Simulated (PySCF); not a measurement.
# C5H4F2O: runs on many settings

Which settings matter for C5H4F2O (`C#C/C=C(/F)OCF`), and how do bad ones show?

Computed with PySCF 2.14.0, with density-fitted response routines of our own, on a single molecule in the gas phase. Atoms count from 0, in the outputs and in this text.

### 1 The molecule as given

12 atoms, charge 0, multiplicity 1; geometry from: GFN2-xTB.

Bonds of the start (Å): C0–C1 1.20, C1–C2 1.41, C2–C3 1.33, C3–F4 1.34, C3–O5 1.36, O5–C6 1.38, C6–F7 1.37, C0–H8 1.05, C2–H9 1.08, C6–H10 1.10, C6–H11 1.10.

### 2 Excited states and response: PBE0/def2-SVPD

Job settings and geometry (Å):

```
{"job": {"kind": "uv", "xc": "PBE0", "basis": "def2-SVPD", "nstates": 3, "ntriplets": 2, "tda": true}, "charge": 0, "multiplicity": 1}
C     -1.722768    -1.405106    -0.843098
C     -1.388103    -0.370520    -0.332935
C     -1.083577     0.865848     0.265652
C      0.120662     1.316974     0.610366
F      0.227042     2.529985     1.169581
O      1.368699     0.787254     0.541131
C      1.552798    -0.479081     0.037742
F      1.392115    -0.496329    -1.319092
H     -1.985933    -2.311721    -1.299147
H     -1.921043     1.523810     0.450971
H      2.595091    -0.748931     0.243559
H      0.846216    -1.212870     0.449244
```

Level: TDA PBE0/def2-SVPD, vertical, gas phase, core orbitals frozen in the response.

Started as:

```bash
$ OMP_NUM_THREADS=1 python probes_run.py task.json out
```

One launch serves the whole session: the jobs run in the order shown.

The log of the run:

```text
coarse grid: 11168 points
cycle   1  E = -466.7182942593  dE =  1.340e+00  |g| = 7.968e-01  |ddm| = 9.728e+00
cycle   2  E = -466.5661320965  dE =  1.522e-01  |g| = 1.179e+00  |ddm| = 2.694e+00
cycle   3  E = -466.8398970234  dE = -2.738e-01  |g| = 1.465e-01  |ddm| = 1.531e+00
cycle   4  E = -466.8436257990  dE = -3.729e-03  |g| = 9.095e-02  |ddm| = 2.771e-01
cycle   5  E = -466.8455170834  dE = -1.891e-03  |g| = 2.303e-02  |ddm| = 1.350e-01
cycle   6  E = -466.8456222345  dE = -1.052e-04  |g| = 9.462e-03  |ddm| = 5.310e-02
cycle   7  E = -466.8456416948  dE = -1.946e-05  |g| = 2.266e-03  |ddm| = 1.576e-02
cycle   8  E = -466.8456429616  dE = -1.267e-06  |g| = 2.995e-04  |ddm| = 3.819e-03
final grid: 111944 points
cycle   9  E = -466.9170933367  dE = -3.836e-05  |g| = 9.203e-03  |ddm| = 1.249e-01
cycle  10  E = -466.9170763276  dE =  1.701e-05  |g| = 1.346e-02  |ddm| = 2.854e-02
cycle  11  E = -466.9171096839  dE = -3.336e-05  |g| = 1.460e-03  |ddm| = 1.376e-02
cycle  12  E = -466.9171101404  dE = -4.565e-07  |g| = 4.938e-04  |ddm| = 2.884e-03
cycle  13  E = -466.9171101907  dE = -5.026e-08  |g| = 1.664e-04  |ddm| = 8.179e-04
cycle  14  E = -466.9171101962  dE = -5.451e-09  |g| = 8.263e-05  |ddm| = 3.199e-04
cycle  15  E = -466.9171101978  dE = -1.611e-09  |g| = 1.842e-05  |ddm| = 1.263e-04
cycle  16  E = -466.9171101978  dE = -7.867e-11  |g| = 3.534e-06  |ddm| = 4.071e-05
converged SCF energy = -466.9171101978

Static polarisability (au): isotropic 65.797, principal 43.936 62.783 90.671

Singlet excitations
state   eV       nm        f      main configurations
  1   5.6954    217.7   0.01893   H->L+1 0.56, H-1->L 0.28
  2   5.8426    212.2   0.09266   H-1->L 0.30, H->L+1 0.30, H->L 0.27
  3   5.9330    209.0   0.16966   H->L 0.41, H-1->L 0.39, H-1->L+1 0.09

Triplet excitations (Tamm-Dancoff, eV): 3.5718 5.2126
```

It took 25 s on 1 thread of Intel Xeon Platinum 8488C, shared host; peak memory 0.8 GiB.

Frontier orbitals and where they lie:

```tsv
orbital	eV	atoms
HOMO−3	-10.18	F7 31 %, C6 20 %, O5 19 %
HOMO−2	-9.70	C1 30 %, C2 23 %, C0 19 %
HOMO−1	-8.29	C0 40 %, C1 40 %, C2 6 %
HOMO	-6.97	C0 24 %, C2 21 %, C1 18 %
LUMO	-0.73	C3 28 %, C0 17 %, C2 16 %
LUMO+1	0.48	C0 25 %, C1 23 %, C2 14 %
LUMO+2	0.77	C6 19 %, C0 15 %, C3 11 %
```

With each of the 3 states as a Gaussian band of 0.4 eV half-width at 1/e, the curve within the window shown has maxima at 211 nm (ε 11,000) L/(mol cm). Beyond the last state computed it falls off for lack of states. The curve at chosen wavelengths:

(nm, ε (L/mol/cm)): (199, 5487), (201, 6921), (203, 8307), (204, 8940), (206, 10013), (208, 10746), (210, 11077), (211, 11086), (213, 10806), (215, 10174), (217, 9273), (218, 8750), (220, 7622), (222, 6457), (224, 5328), (225, 4795), (227, 3815), (229, 2968), (231, 2261), (232, 1959), (234, 1450), (236, 1053), (238, 753), (239, 632), (241, 441), (243, 304)

Leading natural transition orbitals of singlet state 3: the hole lies on C0 40 %; C1 31 %; C2, C3 about 7 % each; the particle on C3 27 %; C0 20 %; C1 16 %.

Leading natural transition orbitals of singlet state 1: the hole lies on C0 35 %; C1 21 %; C2, C3 about 13 % each; the particle on C0, C1 about 26 % each; H8 13 %; C3 9 %.

Ground-state properties from the same run:

```tsv
property	computed
dipole moment (D)	1.85
polarisability (Å³)	9.75
HOMO–LUMO gap (eV)	6.24
−ε(HOMO) (eV)	6.97
```

The fields below are evaluated on a grid from the run's orbitals.

Frontier orbitals at PBE0/def2-SVPD, with the share of their density that lies nearest to each atom:

```tsv
orbital	energy (eV)	lies on
HOMO	-6.97	C0 27 %; C2, C3 about 20 % each; C1 12 %
LUMO	-0.73	C3 33 %; C0, C2 about 15 % each; C1 11 %
```

ELF in a plane through or near 10 of the atoms.

Ten even steps from '0' (0.00) to '9' (1.00):
```
0000000000000000000000000000
0000000000000000000000000000
0000000000000000000000000000
0000000000000000012000000000
0000000000000000289930000000
0000000000000001699982000000
0000388721100033699941000000
0001899974400152677200000000
0002999966750044474210000000
0000488584875002755863000000
0000136657326202747863000000
0000025687268472152100000000
0000013455561674265421000000
0000000110168553576853000000
0000000000599940586742000000
0000000000799930577520000000
0000000000279700122100000000
0000000000000000000000000000
0000000000000000000000000000
0000000000000000000000000000
```
The map spans 11.6 Å across and 10.0 Å up, centred on the molecule. Atoms in the plane (x, y in Å): C0 (-2.4, 0.3), C1 (-1.4, -0.5), C2 (-0.3, -1.4), C3 (1.0, -1.1), F4 (1.8, -2.1), O5 (1.7, 0.1), C6 (1.0, 1.3), H8 (-3.2, 0.9), H9 (-0.6, -2.4), H10 (1.8, 2.0).

On the surface of density 0.002 e/bohr³ the electrostatic potential runs, from the 1st to the 99th percentile, from -0.96 V near F7 to 1.47 V near H8.

### 3 Indirect couplings: PBE0/def2-SVP

Same as in step 2 but for these lines:

```diff
@@ -1,2 +1,2 @@
-{"job": {"kind": "uv", "xc": "PBE0", "basis": "def2-SVPD", "nstates": 3, "ntriplets": 2, "tda": true}, "charge": 0, "multiplicity": 1}
+{"job": {"kind": "j", "xc": "PBE0", "basis": "def2-SVP", "scf": {"max_cycle": 91}}, "charge": 0, "multiplicity": 2}
 C     -1.722768    -1.405106    -0.843098
```

Method: PBE0/def2-SVP.

The log of the run:

```text
RuntimeError: Electron number 60 and spin 1 are not consistent
Note mol.spin = 2S = Nalpha - Nbeta, not 2S+1
```

Run time: 0.04 s. Hardware: 1 thread of Intel Xeon Platinum 8488C, shared host.

**What went wrong.** Charge and multiplicity don't fit the number of electrons: an even count needs an odd multiplicity, and the reverse. Cure: mend the charge or the multiplicity.

### 4 Shielding tensors: B3LPY/6-311G**

Same as in step 3 but for these lines:

```diff
@@ -1,2 +1,2 @@
-{"job": {"kind": "j", "xc": "PBE0", "basis": "def2-SVP", "scf": {"max_cycle": 91}}, "charge": 0, "multiplicity": 2}
+{"job": {"kind": "nmr", "xc": "B3LPY", "basis": "6-311G**", "pop": false, "scf": {"guess": "random", "max_cycle": 77}}, "charge": 0, "multiplicity": 1}
 C     -1.722768    -1.405106    -0.843098
```

Level: B3LPY/6-311G**.

The log of the run:

```text
KeyError: "LibXCFunctional: name 'B3LPY' not found."
```

Wall time 0.15 s (1 thread of Intel Xeon Platinum 8488C, shared host).

Why it failed: No functional is called B3LPY: the name is misspelt. Cure: type the name correctly.

### 5 Ultraviolet spectrum: PBE0/def2-SVPD

Same as in step 4 but for these lines:

```diff
@@ -1,2 +1,2 @@
-{"job": {"kind": "nmr", "xc": "B3LPY", "basis": "6-311G**", "pop": false, "scf": {"guess": "random", "max_cycle": 77}}, "charge": 0, "multiplicity": 1}
+{"job": {"kind": "uv", "xc": "PBE0", "basis": "def2-SVPD", "nstates": 25, "ntriplets": 0, "tda": true, "scf": {"conv": 0.01, "max_cycle": 58}}, "charge": 0, "multiplicity": 1}
 C     -1.722768    -1.405106    -0.843098
```

Level: TDA PBE0/def2-SVPD, vertical, gas phase, core orbitals frozen in the response.

The log of the run:

```text
final grid: 111944 points
cycle   1  E = -466.7888995164  dE =  1.344e+00  |g| = 8.009e-01  |ddm| = 9.723e+00
cycle   2  E = -466.6366615568  dE =  1.522e-01  |g| = 1.184e+00  |ddm| = 2.682e+00
cycle   3  E = -466.9114792998  dE = -2.748e-01  |g| = 1.450e-01  |ddm| = 1.528e+00
cycle   4  E = -466.9150844128  dE = -3.605e-03  |g| = 9.091e-02  |ddm| = 2.767e-01
converged SCF energy = -466.9150844128

Static polarisability (au): isotropic 65.767, principal 43.780 62.525 90.995

Singlet excitations
state   eV       nm        f      main configurations
  1   5.6354    220.0   0.02439   H-1->L 0.61, H->L+1 0.23, H->L 0.10
  2   5.8006    213.7   0.03614   H->L+1 0.61, H-1->L 0.16, H->L 0.10
  3   5.8549    211.8   0.21998   H->L 0.56, H-1->L 0.21, H-1->L+1 0.10
  4   6.5953    188.0   0.00395   H->L+2 0.81, H->L+1 0.10
  5   7.2200    171.7   0.02555   H->L+3 0.77, H->L+4 0.14
  6   7.3797    168.0   0.00116   H->L+4 0.79, H->L+3 0.12
  7   7.6731    161.6   0.18042   H->L+5 0.33, H->L+6 0.16, H-1->L+1 0.12
  8   7.7257    160.5   0.11814   H->L+6 0.60, H-2->L 0.10
  9   7.7988    159.0   0.11271   H->L+5 0.61, H-2->L 0.17
 10   7.8566    157.8   0.05119   H-1->L+2 0.55, H-1->L+1 0.28, H-1->L+4 0.08
 11   7.9776    155.4   0.01020   H-2->L 0.32, H->L+7 0.15, H-3->L 0.14
 12   8.1305    152.5   0.00486   H-3->L 0.71, H->L+7 0.16
 13   8.3248    148.9   0.04232   H->L+7 0.33, H->L+9 0.25, H-2->L+1 0.09
 14   8.5036    145.8   0.01391   H->L+8 0.74, H->L+9 0.14
 15   8.5646    144.8   0.05537   H-1->L+3 0.42, H-1->L+4 0.42
 16   8.5826    144.5   0.00700   H-2->L+1 0.63, H->L+7 0.12
 17   8.6756    142.9   0.02006   H-1->L+4 0.44, H-1->L+3 0.34, H-1->L+2 0.09
 18   8.9544    138.5   0.01593   H-1->L+6 0.36, H-1->L+5 0.31, H-1->L+9 0.12
 19   9.0356    137.2   0.01276   H-1->L+6 0.33, H-1->L+5 0.30, H->L+11 0.09
 20   9.0776    136.6   0.01392   H->L+11 0.36, H->L+10 0.35, H-1->L+6 0.12
 21   9.2009    134.8   0.00767   H-1->L+7 0.28, H-1->L+5 0.24, H-1->L+9 0.21
 22   9.2892    133.5   0.01030   H->L+10 0.45, H->L+11 0.44
 23   9.3160    133.1   0.00682   H-4->L 0.82
 24   9.3632    132.4   0.04348   H-2->L+2 0.64, H-2->L+1 0.11
 25   9.4582    131.1   0.04581   H->L+12 0.26, H-1->L+7 0.15, H-2->L+2 0.15
```

Run time: 20 s. Hardware: 1 thread of Intel Xeon Platinum 8488C, shared host; peak memory 0.88 GiB.

The run ended normally, but its values are not to be used for the molecule: the SCF threshold of 0.01 Eh is far too loose. Its HOMO lies at -6.99 eV, against -6.97 eV in step 2 (PBE0/def2-SVPD).

### 6 Shielding tensors: PBE/6-31G*

Same as in step 5 but for these lines:

```diff
@@ -1,2 +1,2 @@
-{"job": {"kind": "uv", "xc": "PBE0", "basis": "def2-SVPD", "nstates": 25, "ntriplets": 0, "tda": true, "scf": {"conv": 0.01, "max_cycle": 58}}, "charge": 0, "multiplicity": 1}
+{"job": {"kind": "nmr", "xc": "PBE", "basis": "6-31G*", "pop": false, "scf": {"damp": 0.2}}, "charge": 0, "multiplicity": 1}
 C     -1.722768    -1.405106    -0.843098
```

Level: GIAO PBE/6-31G* NMR shielding, non-relativistic, gas phase.

The log of the run:

```text
damping 0.20 in the first 6 cycles
final grid: 111944 points
cycle   1  E = -467.0315066097  dE =  1.268e+00  |g| = 9.386e-01  |ddm| = 3.992e+00
cycle   2  E = -466.8994360648  dE =  1.321e-01  |g| = 1.203e+00  |ddm| = 1.802e+00
cycle   3  E = -466.5489430150  dE =  3.505e-01  |g| = 1.617e+00  |ddm| = 2.338e+00
cycle   4  E = -464.9914162524  dE =  1.558e+00  |g| = 2.834e+00  |ddm| = 4.125e+00
cycle   5  E = -454.1429260939  dE =  1.085e+01  |g| = 5.619e+00  |ddm| = 1.166e+01
cycle   6  E = -395.6116542798  dE =  5.853e+01  |g| = 1.203e+01  |ddm| = 2.298e+01
cycle   7  E = -266.8632816862  dE =  1.287e+02  |g| = 1.422e+01  |ddm| = 5.168e+01
cycle   8  E = -430.0402267716  dE = -1.632e+02  |g| = 8.343e+00  |ddm| = 4.885e+01
cycle   9  E = -376.9710075193  dE =  5.307e+01  |g| = 1.249e+01  |ddm| = 5.338e+01
cycle  10  E = -465.8416959702  dE = -8.887e+01  |g| = 2.552e+00  |ddm| = 5.263e+01
cycle  11  E = -464.0478580309  dE =  1.794e+00  |g| = 3.732e+00  |ddm| = 5.406e+00
cycle  12  E = -467.0247790043  dE = -2.977e+00  |g| = 9.277e-01  |ddm| = 4.461e+00
cycle  13  E = -467.0369170024  dE = -1.214e-02  |g| = 8.181e-01  |ddm| = 1.300e+00
cycle  14  E = -467.1886069731  dE = -1.517e-01  |g| = 2.818e-01  |ddm| = 9.091e-01
cycle  15  E = -467.2027400186  dE = -1.413e-02  |g| = 1.231e-01  |ddm| = 3.003e-01
cycle  16  E = -467.2072274879  dE = -4.487e-03  |g| = 3.284e-02  |ddm| = 1.705e-01
cycle  17  E = -467.2073507491  dE = -1.233e-04  |g| = 2.453e-02  |ddm| = 4.660e-02
cycle  18  E = -467.2074916452  dE = -1.409e-04  |g| = 2.926e-03  |ddm| = 2.649e-02
cycle  19  E = -467.2074944107  dE = -2.766e-06  |g| = 6.947e-04  |ddm| = 4.396e-03
cycle  20  E = -467.2074945153  dE = -1.047e-07  |g| = 3.207e-04  |ddm| = 8.791e-04
cycle  21  E = -467.2074945309  dE = -1.558e-08  |g| = 1.695e-04  |ddm| = 4.131e-04
cycle  22  E = -467.2074945346  dE = -3.627e-09  |g| = 8.677e-05  |ddm| = 2.269e-04
cycle  23  E = -467.2074945359  dE = -1.397e-09  |g| = 2.068e-05  |ddm| = 8.523e-05
cycle  24  E = -467.2074945359  dE =  4.741e-11  |g| = 2.536e-05  |ddm| = 3.697e-05
converged SCF energy = -467.2074945359

GIAO shielding tensors (ppm)
atom      isotropic    diamagn.    paramagn.     s11        s22        s33       span
  0 C      116.926     284.624    -167.698     56.448     77.854    216.475    160.028
  1 C      123.005     239.672    -116.666     36.673     46.730    285.612    248.939
  2 C      132.095     265.928    -133.833     85.718    143.314    167.252     81.534
  3 C       32.956     247.915    -214.959    -44.890     70.342     73.417    118.307
  4 F      243.995     469.175    -225.180    179.860    258.407    293.716    113.856
  5 O      163.325     395.653    -232.327     93.418    168.012    228.546    135.128
  6 C       94.632     244.431    -149.799     68.218     95.555    120.125     51.907
  7 F      330.254     473.471    -143.217    248.027    311.568    431.168    183.140
  8 H       30.203      34.226      -4.023     26.344     27.079     37.185     10.841
  9 H       27.943      27.262       0.681     23.294     29.799     30.737      7.443
 10 H       26.404      27.960      -1.556     22.073     26.300     30.839      8.766
 11 H       25.212      30.943      -5.731     23.403     25.075     27.160      3.757
```

Wall time 24 s (1 thread of Intel Xeon Platinum 8488C, shared host); peak memory 0.58 GiB.

The references, computed at this level on geometries of the same kind, shield at (ppm): ¹H TMS 32.31, ¹³C TMS 192.3, ¹⁹F CFCl3 158.0, ¹⁷O H2O 322.6. Their shielding less the atom's gives the shift. The references are single molecules in the gas phase, so shifts against H2O, NH3, PH3, H3PO4 or CFCl3 are not on the usual liquid scales and can be off by tens of ppm. Atoms listed in one row are averaged.

```tsv
atoms	environment	σ (ppm)	δ (ppm)
C3	alkene carbon bearing oxygen bonded to F	33.0	159.4
C6	sp3 CH2 bonded to F and O	94.6	97.7
C0	terminal alkyne carbon	116.9	75.4
C1	alkyne carbon	123.0	69.3
C2	β carbon of an enol-ether or enamine type C=C	132.1	60.2
H10, H11	hydrogen on an sp3 CH2 bonded to F and O	25.81	6.50
H9	hydrogen on a β carbon of an enol-ether or enamine type C=C	27.94	4.37
H8	hydrogen on a terminal alkyne carbon	30.20	2.11
F4	vinylic fluorine	244.0	-86.0
F7	fluorine on an sp3 carbon	330.3	-172.3
O5	ether oxygen	163.3	159.3
```

### 7 What came out

| quantity | value |
| --- | --- |
| lowest singlet (PBE0/def2-SVPD) | 5.70 eV (218 nm), f = 0.019 |
| brightest single state of those computed | state 3, 5.93 eV, f = 0.170 |
| lowest triplet | 3.57 eV |
| potential on the surface of density 0.002 e/bohr³, 1st and 99th percentile | -0.96 V and 1.47 V |
| ¹³C shifts against TMS (PBE/6-31G*) | 159.4, 97.7, 75.4, 69.3, 60.2 ppm |
| ¹H shifts against TMS (PBE/6-31G*, means over atoms taken as alike) | 6.50, 4.37, 2.11 ppm |
| ¹⁹F shifts against CFCl3 (PBE/6-31G*) | -86.0, -172.3 ppm |
| ¹⁷O shifts against H2O (PBE/6-31G*) | 159.3 ppm |
| property runs in this session | 5, of which 2 failed and 1 gave unsound results |

What this shows: Single values in the summary come from the first sound run of each kind (PBE0/def2-SVPD; PBE/6-31G*), which need not be the best level. The first singlet state (HOMO→LUMO+1 0.56, HOMO−1→LUMO 0.28) lies at 5.70 eV and is weak; of the 3 states computed, the strongest absorption comes from state 3 at 5.93 eV (the last computed, so partners may be missing). The lowest triplet lies 2.12 eV below the lowest singlet. At PBE0/def2-SVPD, counted by nearest atom on the grid, the HOMO lies on C0 27 %; C2, C3 about 20 % each, the LUMO on C3 33 %; C0, C2 about 15 % each. At PBE/6-31G*: The widest tensor belongs to C1: span 249 ppm, with a paramagnetic part of -117 ppm.
